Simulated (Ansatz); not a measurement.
# [Cu(PH3)3]+ (CuP3H9+): the relaxed shape and its frontier levels

What does [Cu(PH3)3]+ (CuP3H9+) look like as a singlet, and where do its frontier electrons sit?

Computed with Ansatz 0.2.0, Gaussian basis. Level: RKS PBE0-D4/def2-TZVP.

Plan: relaxation at B3LYP-D4/def2-SVP; a search for the lowest solution at PBE-D4/def2-SVP; a single point at PBE0-D4/def2-TZVP.

2 further runs of the same task are left out: 2 set aside as unsound or not needed.

## (1) The starting structure

13 atoms, charge 1, spin multiplicity 1.

Atoms are counted from 1 here; the program's logs count them from 0.

Bond lengths: Cu1–P2 2.326 Å, Cu1–P6 2.326 Å, Cu1–P10 2.326 Å, P2–H3 1.378 Å, P2–H4 1.378 Å, P2–H5 1.378 Å, P6–H7 1.378 Å, P6–H8 1.377 Å, P6–H9 1.378 Å, P10–H11 1.378 Å, P10–H12 1.377 Å, P10–H13 1.378 Å. Angles: P2–Cu1–P6 120.0°, P2–Cu1–P10 119.6°, P6–Cu1–P10 120.4°, Cu1–P2–H3 121.6°, Cu1–P2–H4 119.9°, Cu1–P2–H5 120.6°, H3–P2–H4 96.2°, H3–P2–H5 96.2°, H4–P2–H5 96.4°, Cu1–P6–H7 120.1°, Cu1–P6–H8 120.1°, Cu1–P6–H9 121.6°, H7–P6–H8 96.6°, H7–P6–H9 96.2°, H8–P6–H9 96.3°, Cu1–P10–H11 120.2°, Cu1–P10–H12 120.3°, Cu1–P10–H13 121.4° and more.

As a file:

```
Cu   -0.0067    0.0032    0.0062
P     2.3196    0.0040   -0.0093
H     3.0412    1.1752    0.0643
H     3.0005   -0.5240   -1.0850
H     3.0269   -0.6680    0.9640
P    -1.1687    2.0175   -0.0020
H    -0.8921    2.9718   -0.9566
H    -1.0998    2.8591    1.0862
H    -2.5388    2.0600   -0.1400
P    -1.1557   -2.0190    0.0163
H    -2.0544   -2.3114   -0.9867
H    -1.9831   -2.3441    1.0684
H    -0.4890   -3.2243   -0.0256
```

Formally the metal is d10. No spin-orbit coupling is included. The ion is computed in the gas phase, without counter-ions or solvent.

The start is a GFN2-xTB geometry.

## (2) Relaxation at B3LYP-D4/def2-SVP

Input file in.yaml:

```yaml
crystal:
  periodic: [false, false, false]
  atoms:
    - {symbol: Cu, position_ang: [-0.006670, 0.003160, 0.006150]}
    - {symbol: P, position_ang: [2.319560, 0.003950, -0.009300]}
    - {symbol: H, position_ang: [3.041240, 1.175250, 0.064280]}
    - {symbol: H, position_ang: [3.000540, -0.524030, -1.085020]}
    - {symbol: H, position_ang: [3.026860, -0.667990, 0.963980]}
    - {symbol: P, position_ang: [-1.168720, 2.017520, -0.001990]}
    - {symbol: H, position_ang: [-0.892130, 2.971830, -0.956630]}
    - {symbol: H, position_ang: [-1.099780, 2.859120, 1.086210]}
    - {symbol: H, position_ang: [-2.538770, 2.060010, -0.140030]}
    - {symbol: P, position_ang: [-1.155660, -2.019030, 0.016310]}
    - {symbol: H, position_ang: [-2.054370, -2.311420, -0.986680]}
    - {symbol: H, position_ang: [-1.983080, -2.344060, 1.068360]}
    - {symbol: H, position_ang: [-0.489020, -3.224330, -0.025640]}
basis:
  gaussian: {orbitals: def2-SVP}
total_charge: 1
hamiltonian: {xc: {name: B3LYP}, dispersion: d4}
scf: {lower_state_search: "off"}
output: {orbitals: {seedname: orbitals}}
relax: {f_tol: 0.02, max_steps: 100}
```

Launch:

```bash
> ansatz run in.yaml --threads 4 --pin off --events-out ev --progress --plain --max-ram 8704MiB
```

The runs that follow: Searching for the lowest solution, PBE-D4/def2-SVP; Single point, PBE0-D4/def2-TZVP.

**Question.** What will the summary of the whole plan be? Wanted: point group; near neighbours of the metal; HOMO, LUMO at PBE0-D4/def2-TZVP; charge on the metal.

**Answer**, as computed:

| quantity | value |
| --- | --- |
| point group | C1 |
| near neighbours of the metal | P 2.32, P 2.31, P 2.31 Å |
| HOMO, LUMO at PBE0-D4/def2-TZVP | -11.59, -5.01 eV |
| charge on the metal (Mulliken, PBE0-D4/def2-TZVP) | -0.02 e |

What this shows: The molecule keeps its bonding pattern by the stored test; the atoms moved 0.06 Å (rms). The Mulliken charge of the metal, -0.02 e, depends on the basis and isn't its oxidation state. No usable vibrations, so a minimum isn't proven. Whether this spin is the lowest isn't tested here. The point group is read from a loosely relaxed geometry; soft torsions can leave it below the true symmetry.
